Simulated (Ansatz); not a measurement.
Run this with the Ansatz DFT code, driven from Python and show what comes out.

Input file `ch5bgeo2.xyz`:
```text
10

O    -0.87040   -0.25850    1.96820
Ge    0.27480    0.25500    0.71320
B     0.85480   -1.32700   -0.41990
O     0.03610   -0.86050   -1.49510
C    -0.47950    0.34920   -1.01830
H    -1.45460    0.62130    2.10600
H     1.34990    1.34080    1.09590
H     2.01270   -1.77140   -0.46360
H    -0.05260    1.21210   -1.54990
H    -1.58820    0.38780   -0.93350
```

`opt.py`:
```python
# -*- coding: utf-8 -*-
from dataclasses import dataclass
import itertools
import warnings

import ansatz as az
from ase.data import atomic_numbers, covalent_radii
import numpy as np
import pandas as pd


@dataclass
class Settings:
    basis_set: str = 'def2-SVP'
    xc: str = 'pbe0'


cfg = Settings()

warnings.simplefilter('ignore', az.DeckWarning)

system = az.Crystal.molecule_from_extxyz('ch5bgeo2.xyz')

base = (
    system.calculation()
    .basis(gaussian=cfg.basis_set)
    .functional(cfg.xc)
)
symbols = [site.symbol for site in system.cartesian_sites]
start = np.array([site.position_ang for site in system.cartesian_sites], dtype=float)
data = base.relax(force_tolerance=0.02).run().report
end = np.array(data['positions_ang'])

print('reference energy %16.6f eV' % data['reference_energy_ev'])
print('total energy     %16.6f eV' % data['free_energy_ev'])
print('occupied orbitals outside the frozen core (up, down):', data['n_occupied'], ' frozen:', data['n_frozen'], ' virtual:', data['n_virtual'])

radius = [covalent_radii[atomic_numbers[s]] for s in symbols]
span = lambda where, i, j: np.linalg.norm(where[i] - where[j])
bonded = [(i, j) for i, j in itertools.combinations(range(len(symbols)), 2) if min(span(start, i, j), span(end, i, j)) < 1.2 * (radius[i] + radius[j])]
print('pair        before    after (A)')
for i, j in bonded:
    print(f'{symbols[i]}{i}-{symbols[j]}{j}'.ljust(10), f'{span(start, i, j):8.4f} {span(end, i, j):8.4f}')
for first, second in list(itertools.combinations(bonded, 2)):
    shared = set(first) & set(second)
    if shared and symbols[(j := shared.pop())] != 'H':
        i, k = sorted((set(first) | set(second)) - {j})
        u, v = end[i] - end[j], end[k] - end[j]
        angle = np.degrees(np.arccos(np.clip(u @ v / np.linalg.norm(u) / np.linalg.norm(v), -1, 1)))
        print(f'final angle {symbols[i]}{i}-{symbols[j]}{j}-{symbols[k]}{k}: {angle:.2f} deg')

charges = data['charge_distribution']
table = pd.DataFrame({'atom': symbols, 'mulliken': charges['mulliken_charges_e'], 'lowdin': charges['lowdin_charges_e']})
print(table.round(3).to_string())
print('dipole (e A):', np.round(charges['dipole_moment_e_ang'], 4) + 0.0)
```

```console
$ python opt.py
reference energy    -62381.982808 eV
total energy        -62381.982808 eV
occupied orbitals outside the frozen core (up, down): [32, 32]  frozen: 0  virtual: [81, 81]
pair        before    after (A)
O0-Ge1       1.7749   1.7874
O0-H5        1.0650   0.9625
Ge1-B2       2.0305   2.0791
Ge1-C4       1.8910   2.0140
Ge1-H6       1.5752   1.5483
B2-O3        1.4297   1.3482
B2-H7        1.2410   1.2052
O3-C4        1.3988   1.4524
C4-H8        1.0997   1.1009
C4-H9        1.1126   1.1004
final angle Ge1-O0-H5: 112.65 deg
final angle O0-Ge1-B2: 118.90 deg
final angle O0-Ge1-C4: 114.99 deg
final angle O0-Ge1-H6: 107.82 deg
final angle B2-Ge1-C4: 67.70 deg
final angle B2-Ge1-H6: 126.26 deg
final angle Ge1-B2-O3: 91.77 deg
final angle Ge1-B2-H7: 146.14 deg
final angle C4-Ge1-H6: 115.36 deg
final angle Ge1-C4-O3: 91.45 deg
final angle Ge1-C4-H8: 119.46 deg
final angle Ge1-C4-H9: 116.19 deg
final angle O3-B2-H7: 122.08 deg
final angle B2-O3-C4: 108.97 deg
final angle O3-C4-H8: 109.43 deg
final angle O3-C4-H9: 109.29 deg
final angle H8-C4-H9: 109.16 deg
  atom  mulliken  lowdin
0    O    -0.444   0.053
1   Ge     0.407   0.094
2    B     0.086  -0.320
3    O    -0.212   0.275
4    C    -0.064  -0.008
5    H     0.189  -0.015
6    H    -0.088  -0.056
7    H    -0.020  -0.032
8    H     0.070   0.002
9    H     0.076   0.007
dipole (e A): [-0.0562  0.4611  0.0965]
```

Caveats:
- Total energies depend on the basis set; only differences at equal settings carry meaning.
- The end point is the stationary point reached from this start; no frequency run checks that it is a minimum, and the basis set is modest.
- The Löwdin charges here are taken after orthogonalising the functions within each atom; they differ from plain Löwdin charges, and their signs can be unphysical.
- It ran for 94 s on 1 thread of Arm Neoverse V1, on a shared host, peak memory 0.39 GiB.
